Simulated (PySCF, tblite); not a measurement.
# C₄H₅F₃NO radical: geometry, infrared bands and EPR parameters

Wanted: the infrared bands and EPR parameters of C₄H₅F₃NO radical (`[H]/N=C\[C](C)OC(F)(F)F`), by calculation.

Computed with tblite 0.8.0 and PySCF 2.14.0, with density-fitted response routines of our own, on a single molecule in the gas phase. Atoms count from 0, in the outputs and in this text.

### Step 1. The molecule as given

14 atoms, charge 0, multiplicity 2; geometry from: force field or distance geometry start.

Bonds of the start (Å): C0–C1 1.49, C1–C2 1.49, C2–N3 1.26, C1–O4 1.40, O4–C5 1.41, C5–F6 1.39, C5–F7 1.39, C5–F8 1.35, C0–H9 1.08, C0–H10 1.12, C0–H11 1.12, C2–H12 1.11, N3–H13 1.02.

### Step 2. Relaxing the molecule with GFN2-xTB

The job: settings as JSON, then the geometry in Å.

```
{"job": {"kind": "relax", "xc": "GFN2-xTB", "basis": "xTB"}, "charge": 0, "multiplicity": 2}
C      0.750000     1.087600     0.083600
C      0.110700    -0.254400     0.018200
C      1.031900    -1.393700     0.295000
N      2.252300    -1.415200    -0.027800
O     -1.092200    -0.379500     0.719000
C     -2.065800     0.114000    -0.169100
F     -1.707400     1.437000    -0.426700
F     -1.853800    -0.644000    -1.320000
F     -3.324900    -0.048300     0.300000
H      1.813700     1.061800     0.239000
H      0.245500     1.734100     0.850200
H      0.557200     1.593600    -0.897700
H      0.580700    -2.263100     0.806700
H      2.701400    -0.630500    -0.492600
```

Run with:

```sh
$ OMP_NUM_THREADS=1 python probes_run.py task.json out
```

One launch serves the whole session: the jobs run in the order shown.

The program printed:

```text
step      E/eV     max force
  0    -876.03914    3.812
  1    -876.62156    2.256
  2    -876.88849    1.827
  3    -877.00231    0.871
  4    -877.06803    0.532
  5    -877.09774    0.590
  6    -877.14065    0.795
  7    -877.17206    0.555
  8    -877.19460    0.336
  9    -877.20765    0.283
 10    -877.21675    0.299
 11    -877.22428    0.225
 12    -877.22833    0.160
 13    -877.23068    0.103
 14    -877.23250    0.116
 15    -877.23393    0.113
 16    -877.23511    0.115
 17    -877.23648    0.114
 18    -877.23858    0.173
 19    -877.24169    0.192
 20    -877.24540    0.168
 21    -877.24891    0.161
 22    -877.25207    0.159
 23    -877.25514    0.201
 24    -877.25799    0.176
 25    -877.26018    0.132
 26    -877.26167    0.084
 27    -877.26281    0.104
 28    -877.26381    0.107
 29    -877.26461    0.086
 30    -877.26519    0.065
 31    -877.26564    0.064
 32    -877.26606    0.068
 33    -877.26646    0.053
 34    -877.26680    0.050
 35    -877.26703    0.058
 36    -877.26722    0.054
 37    -877.26742    0.048
 38    -877.26773    0.052
 39    -877.26807    0.059
 40    -877.26851    0.068
 41    -877.26909    0.081
 42    -877.27009    0.110
 43    -877.27206    0.156
 44    -877.27537    0.198
 45    -877.27941    0.183
 46    -877.28476    0.127
 47    -877.28632    0.320
 48    -877.28818    0.220
 49    -877.29135    0.148
 50    -877.29417    0.153
 51    -877.29702    0.166
 52    -877.29976    0.158
 53    -877.30372    0.152
 54    -877.30762    0.168
 55    -877.30728    0.349
 56    -877.30469    0.429
 57    -877.31234    0.100
 58    -877.31372    0.092
 59    -877.31623    0.166
 60    -877.31797    0.102
 61    -877.32211    0.081
 62    -877.32376    0.093
 63    -877.32569    0.106
 64    -877.32702    0.102
 65    -877.32842    0.096
 66    -877.32928    0.074
 67    -877.32984    0.062
 68    -877.33022    0.056
 69    -877.33055    0.050
 70    -877.33101    0.043
 71    -877.33148    0.043
 72    -877.33173    0.046
 73    -877.33190    0.039
 74    -877.33211    0.038
 75    -877.33239    0.038
 76    -877.33267    0.041
 77    -877.33290    0.040
 78    -877.33309    0.034
 79    -877.33330    0.031
 80    -877.33351    0.032
 81    -877.33366    0.037
 82    -877.33377    0.036
 83    -877.33388    0.043
 84    -877.33398    0.028
 85    -877.33410    0.031
 86    -877.33426    0.031
 87    -877.33447    0.032
 88    -877.33486    0.037
 89    -877.33543    0.050
 90    -877.33603    0.077
 91    -877.33501    0.223
 92    -877.33650    0.036
 93    -877.33662    0.025
 94    -877.33673    0.014
 95    -877.33676    0.014
 96    -877.33678    0.010
```

It took 0.34 s on 1 thread of AMD EPYC 9B45, shared host.

Step by step: (not every step is listed)

```
step  energy from step 0 (eV)  largest force (eV/Å)
   0                   0.0000                3.8122
   1                  -0.5824                2.2560
   2                  -0.8494                1.8269
   3                  -0.9632                0.8705
   4                  -1.0289                0.5321
   5                  -1.0586                0.5904
   6                  -1.1015                0.7945
   7                  -1.1329                0.5555
   8                  -1.1555                0.3356
  16                  -1.1960                0.1145
  24                  -1.2188                0.1756
  32                  -1.2269                0.0677
  40                  -1.2294                0.0676
  48                  -1.2490                0.2204
  56                  -1.2656                0.4288
  64                  -1.2879                0.1017
  72                  -1.2926                0.0457
  80                  -1.2944                0.0323
  88                  -1.2957                0.0367
  91                  -1.2959                0.2227
  92                  -1.2974                0.0363
  93                  -1.2975                0.0247
  94                  -1.2976                0.0139
  95                  -1.2976                0.0139
  96                  -1.2976                0.0097
```

Close pairs (by a distance rule), those that changed most:

```
  bond  before (Å)  after (Å)  change (Å)
 O4–C5       1.407      1.320      -0.087
 C1–C2       1.491      1.406      -0.085
 C5–F7       1.394      1.344      -0.050
 C5–F6       1.395      1.345      -0.050
C0–H10       1.123      1.093      -0.030
C0–H11       1.121      1.093      -0.028
 C5–F8       1.353      1.326      -0.028
 C2–N3       1.263      1.286      +0.023
```

The next job starts from the end point, and lists it.

### Step 3. Harmonic vibrations with GFN2-xTB

The job: settings as JSON, then the geometry in Å.

```
{"job": {"kind": "ir", "xc": "GFN2-xTB", "basis": "xTB"}, "charge": 0, "multiplicity": 2}
C      0.701098     0.996457    -0.317995
C      0.267155    -0.351602     0.110204
C      1.108245    -1.419652     0.467517
N      2.393139    -1.459475     0.494802
O     -1.091642    -0.676787     0.182142
C     -2.038455     0.202910    -0.086075
F     -2.039311     1.272734     0.728561
F     -1.991644     0.702366    -1.333219
F     -3.218872    -0.385291     0.048246
H      1.786412     1.054210    -0.287395
H      0.295992     1.774970     0.332741
H      0.372463     1.217216    -1.336746
H      0.599815    -2.333474     0.757791
H      2.854927    -0.595056     0.217258
```

The program printed:

```text
mode    cm-1     km/mol
  1      23.5      4.37
  2      50.9      0.74
  3     152.3      5.33
  4     169.7      0.48
  5     188.6      0.61
  6     270.2      5.86
  7     305.1      9.10
  8     335.8      2.15
  9     369.5     10.60
 10     399.8      0.59
 11     477.1      4.95
 12     550.9     21.71
 13     597.2     21.20
 14     632.6     22.35
 15     661.5     39.21
 16     816.3     25.21
 17     887.1     17.69
 18     967.0      3.40
 19     999.5     16.61
 20    1013.5    368.58
 21    1020.7    107.49
 22    1107.3    337.89
 23    1138.4    132.60
 24    1200.4    258.62
 25    1225.4    725.14
 26    1324.5     33.82
 27    1375.5     46.12
 28    1385.0     23.94
 29    1440.4      9.82
 30    1464.0     20.45
 31    1511.3     51.12
 32    2960.3      1.32
 33    2983.9      1.65
 34    3032.2     16.37
 35    3043.3      5.88
 36    3322.6     22.72
```

Wall time 0.24 s (1 thread of AMD EPYC 9B45, shared host).

Which atoms move in the most intense modes:

```
cm⁻¹  km/mol                        atoms
1014   368.6            C5 47 %, H12 21 %
1021   107.5  C5 26 %, H12 22 %, H11 11 %
1107   337.9             C5 71 %, F8 17 %
1138   132.6  H13 33 %, H12 29 %, C1 11 %
1200   258.6   C5 52 %, O4 17 %, H13 12 %
1225   725.1   C1 39 %, O4 26 %, H13 12 %
1376    46.1             C1 42 %, C2 19 %
1511    51.1             C2 60 %, N3 35 %
```

### Step 4. g tensor and hyperfine couplings: B3LYP/pcH-1

Same as in step 3 but for these lines:

```diff
@@ -1,2 +1,2 @@
-{"job": {"kind": "ir", "xc": "GFN2-xTB", "basis": "xTB"}, "charge": 0, "multiplicity": 2}
+{"job": {"kind": "epr", "basis": "pcH-1"}, "charge": 0, "multiplicity": 2}
 C      0.701098     0.996457    -0.317995
```

With the program's defaults for keys left out, this is: UKS B3LYP, pcH-1 on C F H N O, non-relativistic, mean-field spin-orbit, GIAO.

The program printed:

```text
UKS, coarse grid
  cycle   1  E = -584.67497516  |g| = 8.31e-01
  cycle   2  E = -584.25836249  |g| = 1.38e+00
  cycle   3  E = -584.89919281  |g| = 1.99e-01
  cycle   4  E = -584.91409525  |g| = 9.57e-02
  cycle   5  E = -584.91819926  |g| = 2.03e-02
  cycle   6  E = -584.91843425  |g| = 8.34e-03
  cycle   7  E = -584.91850194  |g| = 3.24e-03
  cycle   8  E = -584.91851479  |g| = 2.08e-03
  cycle   9  E = -584.91851666  |g| = 4.50e-04
UKS, final grid
  cycle   1  E = -584.91848584  |g| = 5.08e-04
  cycle   2  E = -584.91848578  |g| = 8.11e-04
  cycle   3  E = -584.91848600  |g| = 9.30e-05
  cycle   4  E = -584.91848601  |g| = 7.75e-05
  cycle   5  E = -584.91848602  |g| = 4.62e-05
  cycle   6  E = -584.91848602  |g| = 1.02e-05
E = -584.91848602 Eh   <S^2> = 0.7706 (exact 0.7500)
g shifts (ppm)      1          2          3
  rmc          -206       -206       -206
  gc             -9         43         41
  oz_so        -101       1760       2557
  total        -316       1597       2393
hyperfine (MHz)  atom isotope    a_iso     a_fc   dipolar eigenvalues
    0   13C     -24.21     -24.21     -1.47      0.46      1.01
    1   13C      71.57      71.57    -61.75    -60.90    122.65
    2   13C     -43.32     -43.32    -23.37      7.83     15.54
    3   14N      15.85      15.85    -21.18    -20.75     41.94
    4   17O      -9.85      -9.85    -33.03     15.57     17.46
    5   13C      -2.92      -2.92     -1.79      0.64      1.15
    6   19F      27.22      27.22     -9.91     -7.68     17.59
    7   19F      26.36      26.36     -9.15     -6.95     16.10
    8   19F      -1.22      -1.22     -6.21     -2.72      8.93
    9    1H       1.21       1.21     -3.74     -2.38      6.12
   10    1H      74.53      74.53     -3.74     -2.81      6.55
   11    1H      79.34      79.34     -3.73     -2.79      6.52
   12    1H       6.56       6.56     -5.66     -0.79      6.45
   13    1H     -29.66     -29.66    -21.19     -6.00     27.19
```

It took 37 s on 1 thread of AMD EPYC 9B45, shared host; peak memory 1.1 GiB.

Principal g values 2.00200, 2.00392, 2.00471; g(iso) = 2.00354, against 2.00232 for a free electron.

Mean a(iso) over the nuclei that a row names, and the largest dipolar term of the row (other rows stand at the frozen geometry):

```
      nuclei  isotope  a(iso) (MHz)  a(iso) (G, at g = 2.0023)  largest dipolar term (MHz)
          C1      13C          71.6                       25.5                       122.7
H9, H10, H11       1H          51.7                       18.4                         6.6
          C2      13C         -43.3                      -15.5                       -23.4
         H13       1H         -29.7                      -10.6                        27.2
          C0      13C         -24.2                       -8.6                        -1.5
  F6, F7, F8      19F          17.5                        6.2                        17.6
          N3      14N          15.8                        5.7                        41.9
          O4      17O          -9.9                       -3.5                       -33.0
         H12       1H           6.6                        2.3                         6.5
          C5      13C          -2.9                       -1.0                        -1.8
```

Mulliken spin populations:

C0 -0.06; C1 0.68; C2 -0.20; N3 0.46; O4 0.05; C5 0.01; F6 0.00; F7 0.00; F8 0.00; H9 0.00; H10 0.03; H11 0.03; H12 0.00; H13 -0.02

In first order the couplings over 0.8 MHz of 1H, 19F, 14N give 192 distinct lines over 98.3 G, if the averaged nuclei exchange fast; the same motion can average rows kept apart here too.

The fields below are evaluated on a grid from the run's orbitals.

ELF in a plane through or near 10 of the atoms.

Ten even steps from '0' (0.00) to '9' (1.00):
```
0000000000000000000000000000
0000000000000000000000000000
0000000000000000000000000000
0000000000000000000000000000
0000000025520000000000000000
0000000089973332000000000000
0000000089995565100000000000
0000044028992545000000000000
0000389701564452000000000000
0000289950047761023420000000
0000268863464345553231110000
0014785487187474382477851000
0015899673754155562556851000
0003798426993048840487740000
0000242028997004510265300000
0000000028998000100011000000
0000000004884000000000000000
0000000000000000000000000000
0000000000000000000000000000
0000000000000000000000000000
```
The map spans 11.1 Å across and 9.5 Å up, centred on the molecule. Atoms in the plane (x, y in Å): C0 (-0.4, 1.2), C1 (-0.4, -0.3), C2 (-1.5, -1.1), N3 (-2.7, -0.8), O4 (0.8, -1.0), C5 (2.0, -0.4), F8 (3.0, -1.3), H9 (-1.4, 1.6), H12 (-1.3, -2.2), H13 (-2.9, 0.2).

log10 of the density (e/Å³) in the same plane.

Ten even steps from '0' (-4.0) to '9' (2.3):
```
0000000000000000000000000000
0000000000000000000000000000
0000000000011110000000000000
0000000011222222100000000000
0000001123333333221000000000
0000001234555554322110000000
0000122345666665433332100000
0001233445668865444443210000
0012345544566665445554310000
0022456654556665556654321000
0023456665568866668865432100
0123467976766667766677643200
0123456666865567765679753200
0023455556665456655577643200
0011233445665444444455432100
0000122344554333322333321000
0000001123332211000011000000
0000000011221100000000000000
0000000000000000000000000000
0000000000000000000000000000
```
The map spans 11.1 Å across and 9.5 Å up, centred on the molecule. Atoms in the plane (x, y in Å): C0 (-0.4, 1.2), C1 (-0.4, -0.3), C2 (-1.5, -1.1), N3 (-2.7, -0.8), O4 (0.8, -1.0), C5 (2.0, -0.4), F8 (3.0, -1.3), H9 (-1.4, 1.6), H12 (-1.3, -2.2), H13 (-2.9, 0.2).

On the surface of density 0.002 e/bohr³ the electrostatic potential runs, from the 1st to the 99th percentile, from -1.74 V near N3 to 1.73 V near H13.

The spin density lies nearest to C1 41 %; N3 30 %; C2 9 % (beta excess); O4 7 %.

### Step 5. Results

| quantity | value |
| --- | --- |
| strongest single infrared mode (GFN2-xTB) | 1225 cm⁻¹, 725 km/mol |
| zero-point energy (GFN2-xTB) | 56.3 kcal/mol |
| g(iso) (B3LYP) | 2.00354 |
| ⟨S²⟩ | 0.771 (exact 0.75) |
| largest a(iso) (averaged by class) | 13C on C1, 71.6 MHz |
| potential on the surface of density 0.002 e/bohr³, 1st and 99th percentile | -1.74 V and 1.73 V |

**Reading.** Relaxing lowered the energy by 1.298 eV in 96 steps; the close pair that moved most is O4–C5, from 1.407 to 1.320 Å. All 36 modes are real, so the xTB geometry is a minimum. The strongest single mode, at 1225 cm⁻¹, is carried by C1, O4, H13. GFN2-xTB is a fitted tight-binding method: band positions and strengths are rough. Its intensities can rank the bands wrongly. The largest share of the spin, 0.68 e, sits on C1. The isotropic g lies 1.2 ppt above the free-electron value. The conformer search found further structures of the same energy, which may be mirror or relabelled copies of this one.
